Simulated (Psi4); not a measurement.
# C2F6O (SMILES FC(F)(F)OC(F)(F)F) at DSD-PBEP86/def2-SVP (density fitting for correlation)

What is the vertical ionisation energy of C2F6O at DSD-PBEP86/def2-SVP (density fitting for correlation)? 

The results are computed with Psi4 1.11.

**1. The structure to begin with**

The species is C2F6O (9 atoms), meant as a singlet with charge 0. As SMILES, `FC(F)(F)OC(F)(F)F`. The shape is that of a PBE0-D4/def2-TZVP optimisation.

Bond lengths: F1–C2 1.316 Å, C2–F3 1.325 Å, C2–F4 1.324 Å, C2–O5 1.371 Å, O5–C6 1.371 Å, C6–F7 1.316 Å, C6–F8 1.324 Å, C6–F9 1.325 Å. Some angles: F1–C2–F3 109.4°, F1–C2–F4 108.9°, F1–C2–O5 106.5°, F3–C2–F4 108.3°, F3–C2–O5 112.3°, F4–C2–O5 111.4°, C2–O5–C6 120.1°, O5–C6–F7 106.5°, O5–C6–F8 111.4°, O5–C6–F9 112.3°.

**2. A single-point energy at DSD-PBEP86/def2-SVP (density fitting for correlation)**

job.json

```json
{
  "schema_name": "qcschema_input",
  "schema_version": 1,
  "molecule": {
    "schema_name": "qcschema_molecule",
    "schema_version": 2,
    "symbols": ["F", "C", "F", "F", "O", "C", "F", "F", "F"],
    "geometry": [3.92437535, -0.72661859, -1.88925369, 1.46975339, -0.81161847, -1.49492454, 0.30211052, 0.57315393, -3.22438299, 0.69424758, -3.17914295, -1.72917499, 1.07837221, 0.07857481, 0.90687957, -1.29058846, 0.82467648, 1.64559241, -1.25876547, 0.92052339, 4.13109249, -1.85213947, 3.09491786, 0.7555503, -3.06734675, -0.77444756, 0.89862146],
    "molecular_charge": 0,
    "molecular_multiplicity": 1,
    "fix_symmetry": "c1"
  },
  "driver": "energy",
  "model": {
    "method": "dsd-pbep86",
    "basis": "def2-SVP"
  },
  "keywords": {
    "reference": "rks",
    "puream": true,
    "e_convergence": 1e-09,
    "d_convergence": 1e-08,
    "scf_type": "pk",
    "dft_radial_points": 99,
    "dft_spherical_points": 590,
    "num_frozen_docc": 9
  }
}
```

Launch:

```sh
$ psi4 --qcschema job.json -n 1 --memory 2200MB
```

stdout:

```text
[...]
  Running in c1 symmetry.
[...]
  Nuclear repulsion =  565.577163981826175
[...]
  Multiplicity = 1
[...]
  Nalpha       = 37
  Nbeta        = 37
[...]
    Number of basis functions: 126
[...]
   @RKS iter   1:  -747.67731937661779   -1.72036e-01   6.28061e-03 ADIIS/DIIS
[...]
   @RKS iter  11:  -747.90628733866095   -1.93268e-12   2.49896e-09 DIIS
[...]
    Orbital Energies [Eh]
    ---------------------
    Doubly Occupied:
       1A    -25.814729     2A    -25.814672     3A    -25.808780
       4A    -25.808756     5A    -25.808068     6A    -25.807999
       7A    -20.180199     8A    -11.229666     9A    -11.229662
      10A     -1.644526    11A     -1.626827    12A     -1.529448
      13A     -1.527864    14A     -1.523955    15A     -1.521537
      16A     -1.383092    17A     -0.977923    18A     -0.889750
      19A     -0.846833    20A     -0.823411    21A     -0.819878
      22A     -0.798135    23A     -0.790725    24A     -0.720864
      25A     -0.685703    26A     -0.678660    27A     -0.673703
      28A     -0.667264    29A     -0.639517    30A     -0.638082
      31A     -0.622683    32A     -0.621878    33A     -0.614721
      34A     -0.608471    35A     -0.607886    36A     -0.580114
[...]
  @RKS Final Energy:  -747.90628733866095
   => Energetics <=
    Nuclear Repulsion Energy =            565.5771639818261747
    One-Electron Energy =               -2164.0595292008720207
    Two-Electron Energy =                 873.9478390563805306
    DFT Exchange-Correlation Energy =     -23.3717611759957613
    Empirical Dispersion Energy =           0.0000000000000000
    VV10 Nonlocal Energy =                  0.0000000000000000
    Total Energy =                       -747.9062873386609454
[...]
 Multipole Moments:
 ------------------------------------------------------------------------------------
     Multipole            Electronic (a.u.)      Nuclear  (a.u.)        Total (a.u.)
 ------------------------------------------------------------------------------------
 L = 1.  Multiply by 2.5417464519 to convert [e a0] to [Debye]
 Dipole X            :         -0.5603063            0.5431886           -0.0171177
 Dipole Y            :         -0.0408325            0.0395780           -0.0012545
 Dipole Z            :         -0.4712008            0.4568062           -0.0143946
 Magnitude           :                                                    0.0224008
[...]
```

The result, in JSON:

```text
{
 "driver": "energy",
 "model": {
  "method": "dsd-pbep86",
  "basis": "def2-SVP"
 },
 "success": true,
 "return_result": -748.6976812830065,
 "properties": {
  "calcinfo_nbasis": 126,
  "calcinfo_nmo": 126,
  "calcinfo_nalpha": 37,
  "calcinfo_nbeta": 37,
  "calcinfo_natom": 9,
  "nuclear_repulsion_energy": 565.5771639818262,
  "return_energy": -748.6976812830065,
  "scf_one_electron_energy": -2164.059529200872,
  "scf_two_electron_energy": 873.9478390563805,
  "scf_xc_energy": -23.37176117599576,
  "scf_dipole_moment": [-0.01711766344380239, -0.0012544991135534644, -0.014394633494163811],
  "scf_total_energy": -747.906287338661,
  "scf_iterations": 11
 }
}
```

It took 36 s on 1 thread of Intel Xeon Platinum 8259CL at 2.50GHz (Skylake/Cascade Lake), shared host; peak memory 0.87 GiB.

**3. The doublet cation at the same level**

c2f6o.xyz

```xyz
9
C2F6O
F      2.076690    -0.384510    -0.999750
C      0.777760    -0.429490    -0.791080
F      0.159870     0.303300    -1.706270
F      0.367380    -1.682330    -0.915040
O      0.570650     0.041580     0.479900
C     -0.682950     0.436400     0.870810
F     -0.666110     0.487120     2.186080
F     -0.980110     1.637760     0.399820
F     -1.623170    -0.409820     0.475530
```

c2f6o_ase.py

```python
import numpy as np
from ase.calculators.psi4 import Psi4
from ase.io import read

a = read('c2f6o.xyz')
calc = Psi4(atoms=a, method='dsd-pbep86', basis='def2-SVP', memory='2200MB', num_threads=1, charge=1, multiplicity=2, label='psi4-calc', reference='uks')
calc.psi4.set_options({'puream': True, 'e_convergence': 1e-09, 'd_convergence': 1e-08, 'scf_type': 'pk', 'dft_radial_points': 99, 'dft_spherical_points': 590, 'num_frozen_docc': 9, 'maxiter': 100})
a.calc = calc

print(f'energy: {a.get_potential_energy():.6f} eV')
```

Launch:

```sh
$ python c2f6o_ase.py
```

psi4-calc.dat:

```text
[...]
  Running in c1 symmetry.
[...]
  Nuclear repulsion =  565.577163654716855
[...]
  Multiplicity = 2
[...]
  Nalpha       = 37
  Nbeta        = 36
[...]
    Number of basis functions: 126
[...]
   @UKS iter   1:  -747.08488090624053    4.20403e-01   6.70957e-03 DIIS/ADIIS
[...]
   @UKS iter  15:  -747.38306383646000   -6.59384e-12   7.10172e-09 DIIS
[...]
   @S^2 Observed:                7.569125513E-01
[...]
    Orbital Energies [Eh]
    ---------------------
    Alpha Occupied:
       1A    -26.068366     2A    -26.068297     3A    -26.065648
       4A    -26.065590     5A    -26.049349     6A    -26.049326
       7A    -20.666273     8A    -11.504116     9A    -11.504108
      10A     -1.934934    11A     -1.877218    12A     -1.792062
      13A     -1.779240    14A     -1.774404    15A     -1.768674
      16A     -1.767138    17A     -1.324257    18A     -1.159456
      19A     -1.154482    20A     -1.106590    21A     -1.102637
      22A     -1.044953    23A     -1.032803    24A     -1.009193
      25A     -1.000067    26A     -0.932917    27A     -0.919900
      28A     -0.911133    29A     -0.907744    30A     -0.900103
      31A     -0.884965    32A     -0.870802    33A     -0.869199
      34A     -0.865076    35A     -0.856868    36A     -0.846252
[...]
  @UKS Final Energy:  -747.38306383646000
   => Energetics <=
    Nuclear Repulsion Energy =            565.5771636547168555
    One-Electron Energy =               -2144.1830330764323662
    Two-Electron Energy =                 854.4538252131389982
    DFT Exchange-Correlation Energy =     -23.2310196278835903
    Empirical Dispersion Energy =           0.0000000000000000
    VV10 Nonlocal Energy =                  0.0000000000000000
    Total Energy =                       -747.3830638364599963
[...]
 Multipole Moments:
 ------------------------------------------------------------------------------------
     Multipole            Electronic (a.u.)      Nuclear  (a.u.)        Total (a.u.)
 ------------------------------------------------------------------------------------
 L = 1.  Multiply by 2.5417464519 to convert [e a0] to [Debye]
 Dipole X            :         -0.0749433            0.5431886            0.4682453
 Dipole Y            :         -0.0054504            0.0395780            0.0341275
 Dipole Z            :         -0.0630183            0.4568062            0.3937879
 Magnitude           :                                                    0.6127702
[...]
```

Standard output:

```text
energy: -20358.647416 eV
```

Wall time 70 s (1 thread of Intel Xeon Platinum 8259CL at 2.50GHz (Skylake/Cascade Lake), shared host); peak memory 0.88 GiB.

**4. Outcome**

Level: DSD-PBEP86/def2-SVP (density fitting for correlation), 9 core orbitals frozen.

```
                                                                quantity          value
                                             singlet C2F6O: total energy  -748.69768 Eh
                        singlet C2F6O: HOMO energy (SCF part's orbitals)      -14.87 eV
                        singlet C2F6O: LUMO energy (SCF part's orbitals)        7.04 eV
                      singlet C2F6O: HOMO–LUMO gap (SCF part's orbitals)       21.91 eV
                                            doublet cation: total energy  -748.16650 Eh
doublet cation: HOMO energy (SCF part's orbitals) (highest over α and β)      -22.96 eV
 doublet cation: LUMO energy (SCF part's orbitals) (lowest over α and β)      -13.58 eV
                                                    doublet cation: ⟨S²⟩          0.757
                      vertical ionisation energy (to the doublet cation)      14.454 eV
```

In words: The vertical ionisation energy comes to 14.45 eV (1395 kJ/mol). The negative HOMO energy of the first species, 14.87 eV, lies 0.42 eV above that difference.
